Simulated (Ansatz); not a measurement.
# H4OSeSn: the cost of one run

All numbers below are computed with Ansatz 0.2.0 (RKS PBE0-D4/def2-SVP).

## Step 1: Starting point

Bond lengths: O1–Sn2 1.971 Å, Sn2–Se3 2.523 Å, O1–H4 0.995 Å, Sn2–H5 1.757 Å, Sn2–H6 1.755 Å, Se3–H7 1.532 Å. Angles: O1–Sn2–Se3 107.3°, O1–Sn2–H5 110.7°, O1–Sn2–H6 110.3°, Se3–Sn2–H5 109.1°, Se3–Sn2–H6 109.9°, H5–Sn2–H6 109.5°, Sn2–O1–H4 99.5°, Sn2–Se3–H7 92.4°.

As a file:

```xyz
7

O    -1.3406   -0.8875   -0.6146
Sn   -0.0468    0.4876   -0.0479
Se    2.2485   -0.5557   -0.1492
H    -2.1804   -0.3559   -0.5604
H    -0.0986    1.8711   -1.1303
H    -0.3930    1.0118    1.5908
H     1.8721   -1.6393    0.8659
```

## Step 2: Relaxing end A

Input file input.yaml:

```yaml
crystal:
  periodic: [false, false, false]
  atoms:
    - { symbol: O, position_ang: [-1.3406, -0.8875, -0.6146] }
    - { symbol: Sn, position_ang: [-0.0468, 0.4876, -0.0479] }
    - { symbol: Se, position_ang: [2.2485, -0.5557, -0.1492] }
    - { symbol: H, position_ang: [-2.1804, -0.3559, -0.5604] }
    - { symbol: H, position_ang: [-0.0986, 1.8711, -1.1303] }
    - { symbol: H, position_ang: [-0.393, 1.0118, 1.5908] }
    - { symbol: H, position_ang: [1.8721, -1.6393, 0.8659] }
basis:
  gaussian: { orbitals: def2-SVP }
hamiltonian:
  xc: pbe0
  dispersion: d4
relax:
  f_tol: 0.015
  max_steps: 40
output:
  orbitals: {}
```

Command:

```console
$ ansatz run input.yaml --threads 2 --pin off --max-ram 3072MiB --backend cpu --events-out ev --progress --plain --runs-dir out
```

**Question.** How long does this run take on 2 threads of Intel Xeon Platinum 8375C at 2.90GHz (Ice Lake), shared host, and how much memory does it need?

About 77 s, with a peak of 0.23 GiB.
